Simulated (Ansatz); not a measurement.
**GeNH₂ (quartet): wave-function methods side by side at a displaced geometry (v2), cc-pVDZ**

An exercise on one series of results from a longer session: the logs are not shown, and one member is left open.

Method: cc-pVDZ, core rule «outside noble gas», up to 15 orbitals frozen; program: Ansatz 0.2.0, Gaussian basis.

The runs, in order: UHF; CCSD(T) on ROHF; CCSD(T) on UHF; BCCD(T) on ROHF; CISD; CCSDT(Q) on ROHF; CCSDT(Q) on UHF; CASSCF and MRCISD+Q, 11 electrons in 10 orbitals; CASSCF and NEVPT2, 11 electrons in 10 orbitals.

23 further runs of the same task are left out: 6 that didn't finish, 17 set aside as unsound or not needed.

### What is computed

The geometry is a PBE0/def2-TZVP stationary point (not a proven minimum) with its atoms shifted at random (size 0.100 Å). No spin-orbit coupling is included. The filled d shell of Ge may be among the frozen orbitals whatever the setting's name suggests; the logs give the count.

4 atoms, charge 0, spin multiplicity 4.

Atoms are counted from 1 here; the program's logs count them from 0.

Bond lengths: Ge1–N2 2.310 Å, N2–H3 1.003 Å, N2–H4 1.100 Å. Angles: Ge1–N2–H3 126.6°, Ge1–N2–H4 121.1°, H3–N2–H4 109.6°.

The first run:

in.yaml

```yaml
crystal:
  periodic: [false, false, false]
  atoms:
    - {symbol: Ge, position_ang: [0.027108, -0.000148, 0.429787]}
    - {symbol: N, position_ang: [-0.137766, 0.008226, -1.873875]}
    - {symbol: H, position_ang: [-0.061146, 0.806673, -2.475972]}
    - {symbol: H, position_ang: [0.021963, -0.910338, -2.457758]}
basis:
  gaussian: {orbitals: cc-pVDZ}
magnetization: {spin_polarized: true, initial_magnetization: 3}
hamiltonian: {xc: hf}
output: {orbitals: {seedname: orbitals}}
```

Launch:

```sh
> ansatz run in.yaml --threads 1 --pin off --events-out ev --progress --plain --max-ram 2393MiB
```

Among the steps run: UHF; CCSD(T) on ROHF; CCSD(T) on UHF; BCCD(T) on ROHF; CISD; CCSDT(Q) on ROHF; CCSDT(Q) on UHF; CASSCF and MRCISD+Q, 11 electrons in 10 orbitals; CASSCF and NEVPT2, 11 electrons in 10 orbitals.

One of the session's tables, all rows but one given; the rest of the session is left out.

```
          method  from UCCSDT(Q) (meV)
            ROHF               +6502.8
             UHF               +6267.8
            RMP2               +1065.7
            UMP2               +1074.5
            CISD                +603.0
           RCCSD                +170.7
           UCCSD                +159.9
        RCCSD(T)                 +40.2
        UCCSD(T)                 +32.0
         BCCD(T)                 +40.3
          RCCSDT                 +18.3
          UCCSDT                  +9.6
       RCCSDT(Q)                     ?
       UCCSDT(Q)                     0
  CASSCF valence               +4429.9
  NEVPT2 valence               +1111.8
  MRCISD valence                +331.0
MRCISD+Q valence                 +33.5
```

Q: Estimate the row for RCCSDT(Q) from the others.

**Answer.** from UCCSDT(Q) (meV): +8.8. In the column «from UCCSDT(Q) (meV)» it lies between UCCSDT(Q) (0) and UCCSDT (+9.6).

Among the levels timed on like hardware and quicker than the yardstick, those that no quicker one beats, quickest first: BCCD(T) (5.5 s, +40.3 meV); UCCSD(T) (7 s, +32.0 meV).

Limits of these values: Of the multireference levels listed MRCISD+Q valence comes nearest in total energy (+33.5 meV), which doesn't show that its space is the better one. Restricted and unrestricted rows rest on different reference determinants; where their highest levels disagree by more than a few hundredths of an eV, they describe different states and don't form one ladder.
